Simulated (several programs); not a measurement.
**What each method gives for LuGaN2 (ordering on rocksalt)**

An ordered 4-atom cell of LuGaN2 on the rocksalt lattice (R-3m), relaxed with r2SCAN in Ansatz, was computed with several methods. The symmetry is R-3m (No. 166, trigonal); conventional cell a = 3.218 Å, c = 15.201 Å, 11.36 Å³ an atom. Ga is surrounded by 6 N at 2.20 Å; Lu is surrounded by 6 N at 2.30 Å; N is surrounded by 3 Ga at 2.20 Å and 3 Lu at 2.30 Å. The structure was generated, not taken from experiment, and needn't be the ground state; spin polarisation is off.

```yaml
crystal:
  lattice:
    - [1.60905, 0.92899, 5.06700]
    - [-1.60905, 0.92899, 5.06700]
    - [0.00000, -1.85797, 5.06700]
  atoms:
    - { symbol: Ga, position: [0.00000, 0.00000, 0.00000] }
    - { symbol: Lu, position: [0.50000, 0.50000, 0.50000] }
    - { symbol: N, position: [0.25638, 0.25638, 0.25638] }
    - { symbol: N, position: [0.74362, 0.74362, 0.74362] }
```

Gaps and times are for a single point on this cell; volume and bulk modulus come from each method's own relaxation or energy curve at fixed shape, which is too stiff where a cell has free coordinates or axes. Times are rough, from shared hosts (Arm Neoverse N1; Arm Neoverse V2), and each method has its own mesh and cell size. A double dagger marks a value from a curve with shape and coordinates held. PM6 (MOPAC), PM7 (MOPAC), GFN1-xTB (tblite), GFN2-xTB (tblite) treat a cluster of cells at its zone centre, which samples few k points: where these miss a band edge, the gap comes out too large for that reason alone. Gaps from k meshes are read at a limited set of points (mesh, symmetry points, PBE's band edges), so each method's own least gap may be somewhat smaller. xTB and the PM methods were fitted mostly to molecules, and can miss a solid's gap by electronvolts. Times of the plane-wave ladder aren't listed, since it ran on unlike processors and cards. d marks a direct gap, i an indirect one (no mark: not told apart), a dash a value that wasn't computed or didn't pass its checks.

```csv
method,kind,gap (eV),own volume (Å³/atom),bulk modulus (GPa),atoms computed,processor time
light PBE (260 eV and a coarse mesh),light plane-wave,1.42 i,–,–,4,1.3 s
PBE,semilocal,1.48 i,11.67,184‡,4,–
GFN1-xTB (tblite),tight binding,0.59,–,–,cluster,10 s
r2SCAN,semilocal,1.91 i,11.36,207‡,4,–
GFN2-xTB (tblite),tight binding,1.08,10.34‡,122‡,cluster,22 s
PM7 (MOPAC),semi-empirical,3.24,–,–,cluster,23 s
PM6 (MOPAC),semi-empirical,6.13,–,–,cluster,38 s
PBE+SOC,semilocal,1.45 i,–,–,4,–
PBE0,hybrid,3.36 i,–,–,4,–
HSE06,hybrid,2.66 i,–,–,4,–
```

Against HSE06 (2.66 eV) and with closed or daggered gaps left aside, the nearest gap at the points sampled is that of PM7 (MOPAC) (+0.58 eV) and the farthest that of PM6 (MOPAC) (+3.47 eV). HSE06 is only a yardstick of convenience, and nearness to it can be luck.

Volumes against r2SCAN's: PBE +2.7 %.

Runs without a result: GLLB-SC (GPAW) (single point), PBE/single zeta (GPAW) (single point).

Only the rows marked +SOC include spin-orbit coupling.
